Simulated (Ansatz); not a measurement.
SrBr3:

```
Sr Br
1.0
     6.76406    0.00000    0.00000
    -3.38203    5.85785    0.00000
     0.00000    0.00000    6.02426
Sr Br
2 6
Direct
  0.33333 0.66667 0.75000
  0.66667 0.33333 0.25000
  0.17270 0.34539 0.25000
  0.17270 0.82730 0.25000
  0.65461 0.82730 0.25000
  0.82730 0.65461 0.75000
  0.82730 0.17270 0.75000
  0.34539 0.17270 0.75000
```

The cell comes from a database or a generator and needn't be the stable form of this composition.

Base run:

- Program: Ansatz 0.2.0
- Functional: PBE
- Potentials or basis: Ansatz PAW
- Cutoff: 420 eV (not typed: the program's choice for these potentials)
- k mesh: 5 × 5 × 5
- Occupations: gaussian, width 0.01 eV
- Spin: no spin polarisation

Its results: band gap on the k mesh none (metal or under the smearing width); pressure -0.4 GPa; largest force 0.042 eV/Å.

Q: The run is repeated on the same cell with these changes: functional from PBE to RPBE; occupations from gaussian, width 0.01 eV to gaussian, width 0.02 eV. What comes out?

A: Band gap on the k mesh none (metal or under the smearing width); pressure 1.6 GPa; largest force 0.048 eV/Å.

Caveats: the PAW data sets come from PBE, with cores solved anew for the run's functional, which leaves a small shift of forces and pressure (some runs).
